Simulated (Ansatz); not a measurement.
# CH9BClNSi2: a ladder of functionals and wavefunction methods

One table from this session's results is given with a row withheld; the runs are named, their logs left out.

Method: functionals in def2-TZVPP, the program's frozen cores in correlated methods; program: Ansatz 0.2.0, Gaussian basis.

Plan: LDA (SPW92), PBE-D4, revPBE-D4, BLYP-D4, r2SCAN-D4, B97M-V, PBE0-D4, B3LYP-D4, r2SCANh-D4, r2SCAN0-D4, HSE06-D4, BHLYP-D4, CAM-B3LYP-D4, LC-ωPBE, ωB97X-V, ωB97M-V, B2PLYP, PBE-QIDH; CCSD(T)/def2-SVP; CCSD(T)/def2-TZVPP; MP2/def2-QZVPP; extrapolation to the limit; RPA on PBE.

### The relaxed structure

An earlier PBE0-D4 in a triple-zeta def2 set relaxation fixed the geometry.

15 atoms, charge 0, spin multiplicity 1.

Atoms are counted from 1 here; the program's logs count them from 0.

Bond lengths: C1–B2 1.562 Å, C1–H7 1.095 Å, C1–H8 1.089 Å, C1–H9 1.094 Å, B2–Cl3 1.799 Å, B2–N4 1.411 Å, N4–Si5 1.765 Å, N4–Si6 1.754 Å, Si5–H10 1.489 Å, Si5–H11 1.481 Å, Si5–H12 1.480 Å, Si6–H13 1.485 Å, Si6–H14 1.480 Å, Si6–H15 1.485 Å. Angles: B2–C1–H7 109.4°, B2–C1–H8 114.9°, B2–C1–H9 109.6°, H7–C1–H8 108.3°, H7–C1–H9 105.7°, H8–C1–H9 108.5°, C1–B2–Cl3 115.5°, C1–B2–N4 128.4°, Cl3–B2–N4 116.1°, B2–N4–Si5 119.5°, B2–N4–Si6 125.8°, Si5–N4–Si6 114.6°, N4–Si5–H10 104.4°, N4–Si5–H11 111.8°, N4–Si5–H12 111.8°, H10–Si5–H11 108.7°, H10–Si5–H12 108.7°, H11–Si5–H12 111.1° and more.

Set-up of the first run:

Contents of in.yaml:

```yaml
crystal:
  periodic: [false, false, false]
  atoms:
    - {symbol: C, position_ang: [-1.862802, -1.196847, 0.616113]}
    - {symbol: B, position_ang: [-0.670509, -0.224814, 0.888395]}
    - {symbol: Cl, position_ang: [-0.541228, 0.388907, 2.574712]}
    - {symbol: N, position_ang: [0.315123, 0.229310, -0.013910]}
    - {symbol: Si, position_ang: [1.556624, 1.352327, 0.546336]}
    - {symbol: Si, position_ang: [0.446540, -0.222873, -1.703503]}
    - {symbol: H, position_ang: [-1.764526, -2.081067, 1.254020]}
    - {symbol: H, position_ang: [-1.956742, -1.529595, -0.416618]}
    - {symbol: H, position_ang: [-2.801182, -0.719501, 0.913698]}
    - {symbol: H, position_ang: [2.385913, 1.618749, -0.661787]}
    - {symbol: H, position_ang: [2.415919, 0.747175, 1.589256]}
    - {symbol: H, position_ang: [0.971250, 2.629947, 1.011951]}
    - {symbol: H, position_ang: [0.311575, 0.985419, -2.555989]}
    - {symbol: H, position_ang: [-0.607028, -1.197965, -2.064655]}
    - {symbol: H, position_ang: [1.779172, -0.829772, -1.948720]}
basis:
  gaussian: {orbitals: def2-TZVPP}
hamiltonian: {xc: lda}
output: {orbitals: {seedname: orbitals}}
```

Steps of the session up to this table: LDA; PBE-D4 (GGA); revPBE-D4 (GGA); BLYP-D4 (GGA); r2SCAN-D4 (meta-GGA); B97M-V (meta-GGA); PBE0-D4 (hybrid); B3LYP-D4 (hybrid); r2SCANh-D4 (hybrid); r2SCAN0-D4 (hybrid); HSE06-D4 (hybrid); BHLYP-D4 (hybrid); CAM-B3LYP-D4 (range-separated); LC-ωPBE (range-separated); ωB97X-V (range-separated); ωB97M-V (range-separated); B2PLYP (double hybrid); PBE-QIDH (double hybrid).

One table of the session follows, with a row left open; its other results are not shown here.

It belongs to the step «Orbital energies across the functionals». 

| functional | HOMO (eV) | gap (eV) |
| --- | --- | --- |
| LDA (SPW92) | -7.12 | 5.77 |
| PBE-D4 | ? | ? |
| revPBE-D4 | -6.98 | 5.97 |
| BLYP-D4 | -6.89 | 5.96 |
| r2SCAN-D4 | -7.32 | 6.54 |
| B97M-V | -7.46 | 6.68 |
| PBE0-D4 | -8.30 | 8.16 |
| B3LYP-D4 | -8.07 | 7.75 |
| r2SCANh-D4 | -7.79 | 7.35 |
| r2SCAN0-D4 | -8.51 | 8.56 |
| HSE06-D4 | -7.90 | 7.38 |
| BHLYP-D4 | -9.49 | 10.27 |
| CAM-B3LYP-D4 | -9.64 | 10.55 |
| LC-ωPBE | -11.00 | 13.07 |
| ωB97X-V | -10.66 | 12.54 |
| ωB97M-V | -10.54 | 12.05 |

**Question.** Estimate the row for PBE-D4.

**Answer.** HOMO (eV): -7.02; gap (eV): 5.91. In the column «HOMO (eV)» it lies between LDA (SPW92) (-7.12) and revPBE-D4 (-6.98).
